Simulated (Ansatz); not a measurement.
# C₂H₆N₂Si: up Jacob's ladder to CCSD(T)

An exercise on one series of results from a longer session: the logs are not shown, and one member is left open.

Program: Ansatz 0.2.0, Gaussian basis. Level of theory: functionals in def2-TZVPP, the program's frozen cores in correlated methods. These are calculated values, not measurements.

The runs, in order: PBE-D4, r2SCAN-D4, PBE0-D4, B3LYP-D4, ωB97X-V, ωB97M-V, B2PLYP; CCSD(T)/def2-TZVPP; MP2/def2-QZVPP; extrapolation to the limit.

## The geometry

All runs share one geometry, relaxed beforehand with PBE0-D4 in a triple-zeta def2 set.

11 atoms, charge 0, spin multiplicity 1.

Atoms are counted from 1 here; the program's logs count them from 0.

Bond lengths: N1–C2 1.417 Å, N1–H6 1.012 Å, N1–H7 1.013 Å, C2–N3 1.503 Å, C2–C4 1.447 Å, C2–H8 1.086 Å, N3–C4 1.266 Å, C4–Si5 1.863 Å, Si5–H9 1.484 Å, Si5–H10 1.482 Å, Si5–H11 1.483 Å. Angles: C2–N1–H6 111.7°, C2–N1–H7 111.5°, H6–N1–H7 108.3°, N1–C2–N3 121.2°, N1–C2–C4 121.8°, N1–C2–H8 113.2°, N3–C2–C4 50.8°, N3–C2–H8 116.0°, C4–C2–H8 120.0°, C2–N3–C4 62.3°, C2–C4–N3 66.9°, C2–C4–Si5 152.4°, N3–C4–Si5 140.6°, C4–Si5–H9 108.1°, C4–Si5–H10 109.6°, C4–Si5–H11 108.0°, H9–Si5–H10 110.7°, H9–Si5–H11 109.5° and more.

The first run:

The input, in.yaml:

```yaml
crystal:
  periodic: [false, false, false]
  atoms:
    - {symbol: N, position_ang: [0.253883, -0.511440, 2.006948]}
    - {symbol: C, position_ang: [0.693597, -0.807588, 0.692502]}
    - {symbol: N, position_ang: [1.529275, 0.169182, -0.087085]}
    - {symbol: C, position_ang: [0.322684, 0.014833, -0.439274]}
    - {symbol: Si, position_ang: [-0.919878, 0.688432, -1.653409]}
    - {symbol: H, position_ang: [0.050209, 0.473012, 2.120144]}
    - {symbol: H, position_ang: [0.945592, -0.774931, 2.697961]}
    - {symbol: H, position_ang: [0.928750, -1.858137, 0.546953]}
    - {symbol: H, position_ang: [-2.030851, 1.301316, -0.884231]}
    - {symbol: H, position_ang: [-0.268276, 1.694761, -2.525402]}
    - {symbol: H, position_ang: [-1.439588, -0.446541, -2.454606]}
basis:
  gaussian: {orbitals: def2-TZVPP}
hamiltonian: {xc: pbe, dispersion: d4}
output: {forces: true, orbitals: {seedname: orbitals}}
```

The run is started by

```console
ansatz run in.yaml --threads 4 --pin off --events-out ev --progress --plain --max-ram 10444MiB
```

Steps of the session up to this table: PBE-D4 (GGA); r2SCAN-D4 (meta-GGA); PBE0-D4 (hybrid); B3LYP-D4 (hybrid); ωB97X-V (range-separated); ωB97M-V (range-separated); B2PLYP (double hybrid); CCSD(T) in def2-TZVPP; MP2 in def2-QZVPP.

One of the session's tables, all rows but one given; the rest of the session is left out.

It belongs to the step «Atomisation energies». 

```
            method  atomisation energy (eV)
            PBE-D4                   42.784
         r2SCAN-D4                   41.375
           PBE0-D4                   41.667
          B3LYP-D4                   41.615
           ωB97X-V                   41.767
           ωB97M-V                   41.661
            B2PLYP                   41.048
     HF/def2-TZVPP                   27.873
    MP2/def2-TZVPP                   40.786
   CCSD/def2-TZVPP                   39.235
CCSD(T)/def2-TZVPP                   40.048
           MP2/CBS                        ?
       CCSD(T)/CBS                   41.364
```

Estimate the missing values for MP2/CBS.

The run gave: atomisation energy (eV): 42.102. In the column «atomisation energy (eV)» it lies between ωB97X-V (41.767) and PBE-D4 (42.784).

Caveats from the session: Free atoms (2 N, 2 C, 1 Si, 6 H) were run apart at each level; the atomisation energy is their sum less the molecule, without zero-point or spin-orbit terms.
